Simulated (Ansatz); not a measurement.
Geometry optimisation, DFT PBE, scalar-relativistic, plane waves, PAW (Ansatz 0.2.0).

Input file:

```yaml
crystal:
  lattice:
    - [8.46, 0.0, 0.0]
    - [0.0, 8.46, 0.0]
    - [0.0, 0.0, 8.46]
  atoms:
    - { symbol: Na, position: [0.0, 0.0, 0.0] }
    - { symbol: Na, position: [0.5, 0.0, 0.0] }
    - { symbol: Na, position: [0.0, 0.5, 0.0] }
    - { symbol: Na, position: [0.0, 0.0, 0.5] }
    - { symbol: Na, position: [0.25, 0.25, 0.25] }
    - { symbol: Na, position: [0.5, 0.5, 0.0] }
    - { symbol: Na, position: [0.5, 0.0, 0.5] }
    - { symbol: Na, position: [0.75, 0.25, 0.25] }
    - { symbol: Na, position: [0.0, 0.5, 0.5] }
    - { symbol: Na, position: [0.25, 0.75, 0.25] }
    - { symbol: Na, position: [0.25, 0.25, 0.75] }
    - { symbol: Na, position: [0.5, 0.5, 0.5] }
    - { symbol: Na, position: [0.75, 0.75, 0.25] }
    - { symbol: Na, position: [0.75, 0.25, 0.75] }
    - { symbol: Na, position: [0.25, 0.75, 0.75] }
    - { symbol: Na, position: [0.75, 0.75, 0.75] }
    - { symbol: F, position: [-0.00018499, 0.11935919, 0.24837506] }
basis:
  ecutwfc: 420.0
kpoints:
  mp_grid: { grid: [2, 2, 2] }
hamiltonian:
  xc: pbe
scf:
  occupations: { method: gaussian, width: 0.15 }
  lower_state_search: "off"
relax:
  f_tol: 0.03
  max_steps: 60
  adjacent_minimum: "off"
```

Launched with:

```bash
$ ansatz run input.yaml --threads 4 --pin off --max-ram 10240MiB --backend cpu --events-out ev --progress --plain --runs-dir out
```

Problem. Where does it end, and by what steps?

Solution. The forces met the threshold. The force dipped under the threshold on the way, but the program's further checks kept it going. Limits of this set-up: odd electron count without spin, a small cell, in which the defect meets its images, a typed lattice constant that wasn't relaxed here. After 4 steps the energy has fallen by 0.114 eV; Na13 moved furthest, 0.28 Å.

```csv
step,energy less start (eV),largest force component (eV/Å),accepted
0,0.0000,0.254,yes
1,-0.0533,0.167,yes
2,-0.0911,0.067,yes
3,-0.1114,0.009,yes
4,-0.1137,0.008,yes
```

```xyz
17
Lattice="8.4600 0.0000 0.0000 0.0000 8.4600 0.0000 0.0000 0.0000 8.4600" Properties=species:S:1:pos:R:3
Na 0.000 -0.083 0.197
Na 4.230 0.057 0.101
Na 0.000 4.452 -0.159
Na 0.000 -0.084 4.032
Na 1.918 2.194 2.114
Na 4.230 4.103 -0.143
Na 4.230 0.057 4.128
Na 6.541 2.194 2.114
Na 0.000 4.452 4.387
Na 2.277 6.117 2.114
Na 2.014 2.055 6.344
Na 4.230 4.103 4.371
Na 6.183 6.117 2.114
Na 6.446 2.055 6.344
Na 2.260 6.463 6.345
Na 6.200 6.463 6.345
F 0.000 1.056 2.114
```

Whether the end is a true minimum wasn't checked by a vibrational analysis.

The run took 22 s on 4 threads of Arm Neoverse V1, with other jobs on the host, peak memory 1.4 GiB.
